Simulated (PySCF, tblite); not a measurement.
**C4H11NOSi2: geometry, infrared bands and NMR shifts**

Wanted: the infrared bands and NMR shifts of C4H11NOSi2 (`C/N=C/[Si@H]1CC[SiH2]O1`), by calculation.

Programs: tblite 0.8.0 and PySCF 2.14.0, with density-fitted response routines of our own. Each step states its level of theory. These are calculated values for one molecule in the gas phase, unless marked as measured. Atoms are numbered from 0 throughout.

### 1 Starting geometry

19 atoms, charge 0, multiplicity 1; geometry from: force field or distance geometry start.

Bonds of the start (Å): C0–N1 1.45, N1–C2 1.28, C2–Si3 1.87, Si3–C4 1.85, C4–C5 1.51, C5–Si6 1.86, Si6–O7 1.71, O7–Si3 1.71, C0–H8 1.12, C0–H9 1.13, C0–H10 1.10, C2–H11 1.06, Si3–H12 1.45, C4–H13 1.09, C4–H14 1.11, C5–H15 1.11, C5–H16 1.09, Si6–H17 1.47, Si6–H18 1.48.

### 2 Relaxing the molecule with GFN2-xTB

The job: settings as JSON, then the geometry in Å.

```
{"job": {"kind": "relax", "xc": "GFN2-xTB", "basis": "xTB"}, "charge": 0, "multiplicity": 1}
C      3.817000     0.239300    -0.240500
N      2.419800     0.362900    -0.616200
C      1.533200    -0.444000    -0.165300
Si    -0.204500    -0.103100    -0.778100
C     -1.450900    -1.211200     0.019100
C     -2.667000    -0.381500     0.356000
Si    -2.211400     1.415200     0.163100
O     -0.559700     1.500300    -0.290100
H      4.475200     0.408100    -1.132800
H      4.101300     1.048400     0.491300
H      4.053100    -0.747100     0.180600
H      1.758900    -1.241700     0.498600
H     -0.282600    -0.170900    -2.224800
H     -1.087200    -1.711800     0.917400
H     -1.815200    -1.980100    -0.692600
H     -3.002700    -0.557900     1.404500
H     -3.479400    -0.583500    -0.343500
H     -2.413400     2.172700     1.407800
H     -2.994500     1.995300    -0.946900
```

The run is started by

```console
> OMP_NUM_THREADS=1 python probes_run.py task.json out
```

One launch serves the whole session: the jobs run in the order shown.

**Question.** This job is followed by: GFN2-xTB harmonic vibrations, gas phase; GIAO PBE0/pcSseg-1 NMR shielding, non-relativistic, gas phase. What will the session give for the following? strongest single infrared mode (GFN2-xTB); zero-point energy (GFN2-xTB); 13C shifts against TMS (PBE0/pcSseg-1); 1H shifts against TMS (PBE0/pcSseg-1, means over atoms taken as alike); 15N shifts against NH3 (PBE0/pcSseg-1); 29Si shifts against TMS (PBE0/pcSseg-1); 17O shifts against H2O (PBE0/pcSseg-1).

The runs gave:

```
                                                              quantity                                                     value
                             strongest single infrared mode (GFN2-xTB)                                      923 cm⁻¹, 438 km/mol
                                          zero-point energy (GFN2-xTB)                                             88.8 kcal/mol
                                13C shifts against TMS (PBE0/pcSseg-1)                                182.3, 58.3, 10.6, 9.4 ppm
1H shifts against TMS (PBE0/pcSseg-1, means over atoms taken as alike)  8.78, 5.21, 5.13, 4.96, 3.85, 1.23, 1.18, 1.10, 0.86 ppm
                                15N shifts against NH3 (PBE0/pcSseg-1)                                                 452.7 ppm
                               29Si shifts against TMS (PBE0/pcSseg-1)                                            -2.2, -5.2 ppm
                                17O shifts against H2O (PBE0/pcSseg-1)                                                  43.9 ppm
```

**Reading.** The optimisation took 215 steps and gained 0.778 eV; among the close pairs (by a distance rule), Si6–O7 changed most, from 1.715 to 1.639 Å. No mode is imaginary among the 51: a minimum at this level. The strongest single mode, at 923 cm⁻¹, moves mainly O7. GFN2-xTB is a fitted tight-binding method: band positions and strengths are rough. Its intensities can rank the bands wrongly. At PBE0/pcSseg-1: The widest tensor belongs to N1: span 917 ppm, with a paramagnetic part of -513 ppm.
